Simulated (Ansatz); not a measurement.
# Tb4WO: the cost of one run

Method: DFT PBE, scalar-relativistic, plane waves, PAW; 4f electrons in the core of a trivalent norm-conserving potential, unless a step names another level, in Ansatz 0.2.0.

8 further runs of the same task are left out: 1 that didn't finish, 7 set aside as unsound or not needed. Runs told in other sessions of the task aren't counted.

### 1 The formula and the candidates

Pauling electronegativities: Tb 1.10, W 2.36, O 3.44 (spread 2.34). No set of common oxidation states balances it. Tabulated atomic sizes suggest about 21 Å³/atom. 22 candidates were drawn, by swapping species into database cells of other compounds, at random by space group and Wyckoff sites, or by hand, as the table says:

```csv
name,made from,space group no.,Wyckoff sites,atoms (primitive cell),V (Å³/atom)
c01,database cell of AsPRh4,166,"Tb 6c, 6c; W 3a; O 3b",6,19.6
c02,random,216,Tb 16e; W 4d; O 4a,6,23.7
c03,random,191,Tb 4h; W 1b; O 1a,6,24.8
c04,random,123,"Tb 1a, 1d, 2g; W 1b; O 1c",6,24.6
c05,database cell of Ta4SeS,99,"Tb 1b, 1a, 1b, 1a; W 1b; O 1a",6,20.3
c06,database cell of HfZrB4,47,"Tb 2r, 2t; W 1d; O 1a",6,19.5
c07,random,191,Tb 4h; W 1a; O 1b,6,24.7
c08,database cell of NbWSe4,187,"Tb 2i, 2g; W 1e; O 1b",6,20.0
c09,random,115,"Tb 1a, 2g, 1d; W 1b; O 1c",6,22.0
c10,random,187,"Tb 2h, 1e, 1c; W 1f; O 1b",6,23.7
c11,random,139,"Tb 4d, 4e; W 2a; O 2b",6,26.9
c12,database cell of ErCu4Ag,216,Tb 16e; W 4c; O 4a,6,19.8
c13,random,123,Tb 4l; W 1c; O 1d,6,26.3
c14,database cell of ZrTaTe4,164,"Tb 2d, 2d; W 1a; O 1b",6,23.4
c15,database cell of Na4TeSe,123,Tb 4i; W 1a; O 1d,6,26.1
c16,database cell of MgCu4Sn,216,Tb 16e; W 4a; O 4c,6,19.3
c17,database cell of PdRhPb4,97,Tb 8j; W 2b; O 2a,6,19.7
c18,random,123,"Tb 1b, 2f, 1c; W 1a; O 1d",6,22.1
c19,random,187,"Tb 3k, 1a; W 1b; O 1f",6,26.6
c20,database cell of ZrTaTe4,164,"Tb 2d, 2d; W 1b; O 1a",6,23.4
c21,random,123,Tb 4m; W 1d; O 1c,6,23.3
c22,random,139,Tb 8j; W 2b; O 2a,6,24.9
```

### 2 Screening run of c07

Contents of input.yaml:

```yaml
crystal:
  lattice:
    - [5.0910487, 0.0, 0.0]
    - [-2.54552435, 4.40897751, 0.0]
    - [0.0, 0.0, 6.6026183]
  atoms:
    - { symbol: Tb, position: [0.33333333, 0.66666667, 0.24517343] }
    - { symbol: Tb, position: [0.33333333, 0.66666667, 0.75482657] }
    - { symbol: Tb, position: [0.66666667, 0.33333333, 0.75482657] }
    - { symbol: Tb, position: [0.66666667, 0.33333333, 0.24517343] }
    - { symbol: W, position: [0.0, 0.0, 0.0] }
    - { symbol: O, position: [0.0, 0.0, 0.5] }
basis:
  ecutwfc: 690
kpoints:
  mp_grid: { grid: [4, 4, 3] }
hamiltonian:
  xc: pbe
  pseudopotentials:
    kind: paw
    azcp: { Tb: "pseudopotentials/pbe/nc/lanthanide_3plus/Tb.nc.azcp" }
scf:
  occupations: { method: gaussian, width: 0.2 }
  lower_state_search: "off"
output:
  forces: true
  stress: true
  eigenvalues: true
relax:
  adjacent_minimum: "off"
  f_tol: 0.08
  max_steps: 16
  cell: { stress_tol: 0.8 }
```

The run is started by

```console
> ansatz run input.yaml --threads 1 --pin off --max-ram 2816MiB --backend cpu --events-out ev --progress --plain --runs-dir out
```

Q: Estimate wall time and peak memory on 1 thread of Intel Xeon Platinum 8488C (Sapphire Rapids), shared host.

About 30 s, with a peak of 0.56 GiB.
